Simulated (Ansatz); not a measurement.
# SiOS: the band gap up the ladder of functionals

An exercise on one series of results from a longer session: the logs are not shown, and one member is left open.

Program: Ansatz 0.2.0. PAW datasets, plane waves. The cell comes from a prototype generator: it can be a known phase or a hypothetical one. Spin polarisation is off.

## The system as given

The cell was relaxed beforehand with r2SCAN.

In-plane lattice: a = 2.990 Å, b = 2.990 Å, γ = 120.0°; thickness between the outer nuclei 2.22 Å. Si has 3 O at 1.93 Å and 3 S at 2.20 Å; O has 3 Si at 1.93 Å; S has 3 Si at 2.20 Å.

Structure file:

```xyz
3
Lattice="2.9903 0.0000 0.0000 -1.4951 2.5897 0.0000 0.0000 0.0000 28.4060" Properties=species:S:1:pos:R:3 pbc="T T F"
Si    0.0000    0.0000    9.1676
O     0.0000    1.7264   10.0250
S     1.4951    0.8632    7.8074
```
Two periodic directions, a and b.

The first run:

input.yaml reads:

```yaml
crystal:
  lattice:
    - [2.990293427, 0.0, 0.0]
    - [-1.4951467135, 2.5896700725, 0.0]
    - [0.0, 0.0, 28.4059763536]
  atoms:
    - { symbol: Si, position: [0.0, 0.0, 0.3227333829] }
    - { symbol: O, position: [0.3333333333, 0.6666666667, 0.3529196657] }
    - { symbol: S, position: [0.6666666667, 0.3333333333, 0.2748511574] }
  periodic: [true, true, false]
kpoints:
  mp_grid: { grid: [12, 12, 1] }
  band_path:
    path:
      - [0, 0, 0]
      - [0.5, 0, 0]
      - [0.3333333333333, 0.3333333333333, 0]
      - [0, 0, 0]
    npoints: 10
hamiltonian:
  xc: pbe
scf:
  occupations: { method: fermi_dirac, width: 0.02 }
  n_extra_bands: 4
output:
  forces: true
  stress: true
  eigenvalues: true
```

On the command line:

```
$ ansatz run input.yaml --threads 4 --pin off --max-ram 5529MiB --backend cpu --events-out ev --progress --plain --runs-dir out
```

Among the steps run: PBE band path; r2SCAN at the same geometry; Single point with HSE06; Single point with PBE0; Single point with LDA; r2SCANh; Single point with r2SCAN0.

One table of the session follows, with a row left open; its other results are not shown here.

```
  level  gap (eV)
    PBE      1.35
 r2SCAN      1.85
  HSE06      2.39
   PBE0      3.13
    LDA      1.25
r2SCANh      2.48
r2SCAN0         ?
```

**Question.** Estimate the row for r2SCAN0.

Worked estimate for «gap (eV)». Against the share of exact exchange, r2SCAN (0, 1.85), r2SCANh (0.1, 2.48) give a slope of 6.30 per unit share; at 0.25 the line stands at 3.42.

**Answer.** gap (eV): 3.44. In «gap (eV)» the line misses by -0.02.

Meshes: PBE 12×12×1, r2SCAN 12×12×1, HSE06 6×6×1, PBE0 6×6×1, LDA 12×12×1, r2SCANh 6×6×1, r2SCAN0 6×6×1

In words: The gap runs from 1.25 eV (LDA) to 3.44 eV (r2SCAN0). Against HSE06, PBE is short by 1.04 eV, at 57 % of it, and r2SCAN 77 %. PBE0 lies 0.73 eV above HSE06, which differs from it by screening the long-range exchange.

Caveats from the session: Warnings in the runs' records: stress scf threshold loose, stress exchange threshold loose.
